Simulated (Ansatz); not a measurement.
# CH4OSSi: single points off equilibrium

The atoms stand at a structure displaced at random from a GFN2-xTB minimum. How far do the functionals agree with CCSD(T) there?

Method: single points in def2-TZVPP; program: Ansatz 0.2.0, Gaussian basis.

Cores are frozen in the correlated methods.

## Step 1: Starting geometry

8 atoms, charge 0, spin multiplicity 1.

Atoms are counted from 1 here; the program's logs count them from 0.

Bond lengths: O1–C2 1.226 Å, C2–Si3 1.911 Å, C2–H5 1.124 Å, Si3–S4 2.151 Å, Si3–H6 1.415 Å, Si3–H7 1.531 Å, S4–H8 1.253 Å. Angles: O1–C2–Si3 123.0°, O1–C2–H5 119.1°, Si3–C2–H5 117.5°, C2–Si3–S4 103.8°, C2–Si3–H6 109.9°, C2–Si3–H7 110.5°, S4–Si3–H6 110.8°, S4–Si3–H7 110.5°, H6–Si3–H7 111.0°, Si3–S4–H8 97.3°.

Coordinates:

```xyz
8
CH4OSSi
O     0.4842    2.4392   -0.3576
C     0.1141    1.3168   -0.6837
Si    0.1593   -0.1805    0.5024
S    -0.7658   -1.7578   -0.6297
H    -0.3801    1.1723   -1.6824
H     1.4993   -0.5065    0.8173
H    -0.6467    0.1139    1.7701
H    -0.6327   -2.6653    0.2235
```

## Step 2: CCSD(T)/def2-TZVPP

run/in.yaml

```yaml
crystal:
  periodic: [false, false, false]
  atoms:
    - {symbol: O, position_ang: [0.484200, 2.439200, -0.357600]}
    - {symbol: C, position_ang: [0.114100, 1.316800, -0.683700]}
    - {symbol: Si, position_ang: [0.159300, -0.180500, 0.502400]}
    - {symbol: S, position_ang: [-0.765800, -1.757800, -0.629700]}
    - {symbol: H, position_ang: [-0.380100, 1.172300, -1.682400]}
    - {symbol: H, position_ang: [1.499300, -0.506500, 0.817300]}
    - {symbol: H, position_ang: [-0.646700, 0.113900, 1.770100]}
    - {symbol: H, position_ang: [-0.632700, -2.665300, 0.223500]}
basis:
  gaussian: {orbitals: def2-TZVPP}
correlation: {method: ccsd_t}
```

No record of the launch command was kept for these runs.

## Step 3: PBE0-D4/def2-TZVPP

run/in.yaml, as its differences from that of step 2:

```diff
@@ -13,2 +13,3 @@
   gaussian: {orbitals: def2-TZVPP}
-correlation: {method: ccsd_t}
+hamiltonian: {xc: pbe0, dispersion: d4}
+output: {forces: true, orbitals: {seedname: orbitals}}
```

## Step 4: wB97M-V/def2-TZVPP

run/in.yaml, as its differences from that of step 3:

```diff
@@ -13,3 +13,3 @@
   gaussian: {orbitals: def2-TZVPP}
-hamiltonian: {xc: pbe0, dispersion: d4}
-output: {forces: true, orbitals: {seedname: orbitals}}
+hamiltonian: {xc: {name: wB97M-V}}
+output: {forces: true}
```

## Step 5: r2SCAN-D4/def2-TZVPP

run/in.yaml, as its differences from that of step 4:

```diff
@@ -13,3 +13,3 @@
   gaussian: {orbitals: def2-TZVPP}
-hamiltonian: {xc: {name: wB97M-V}}
+hamiltonian: {xc: r2scan, dispersion: d4}
 output: {forces: true}
```

## Step 6: PBE-D4/def2-TZVPP

run/in.yaml, as its differences from that of step 5:

```diff
@@ -13,3 +13,3 @@
   gaussian: {orbitals: def2-TZVPP}
-hamiltonian: {xc: r2scan, dispersion: d4}
+hamiltonian: {xc: pbe, dispersion: d4}
 output: {forces: true}
```

## Step 7: BHLYP-D4/def2-TZVPP

run/in.yaml, as its differences from that of step 6:

```diff
@@ -13,3 +13,3 @@
   gaussian: {orbitals: def2-TZVPP}
-hamiltonian: {xc: pbe, dispersion: d4}
+hamiltonian: {xc: {name: BHLYP}, dispersion: d4}
 output: {forces: true}
```

## Step 8: CAM-B3LYP-D4/def2-TZVPP

run/in.yaml, as its differences from that of step 7:

```diff
@@ -13,3 +13,3 @@
   gaussian: {orbitals: def2-TZVPP}
-hamiltonian: {xc: {name: BHLYP}, dispersion: d4}
+hamiltonian: {xc: {name: CAM-B3LYP}, dispersion: d4}
 output: {forces: true}
```

(Steps that only read results are left out.)

Before running it: what results should come out? Wanted: energy less free atoms, CCSD(T)/def2-TZVPP; RMS force component; HOMO and LUMO, PBE0-D4; T1 diagnostic.

The runs gave:

```
                                  quantity                                 value
energy less free atoms, CCSD(T)/def2-TZVPP                        -2664.2 kJ/mol
                       RMS force component  1.084 to 1.181 eV/Å over the methods
                    HOMO and LUMO, PBE0-D4                    -7.42 and -2.10 eV
                             T1 diagnostic                                 0.015
```

Against CCSD(T) the functionals' energies less atoms differ by -140.1 to +24.9 kJ/mol, PBE-D4 by -140.1 kJ/mol. The reference is not at the basis limit: in triple zeta CCSD(T) underbinds, which counts against methods that bind more; the gaps are no ranking. No sound CCSD(T) forces are at hand. Among the functionals the RMS force differs by up to 9 %. The restricted Hartree–Fock reference is unstable towards an unrestricted one at one or more of these structures.
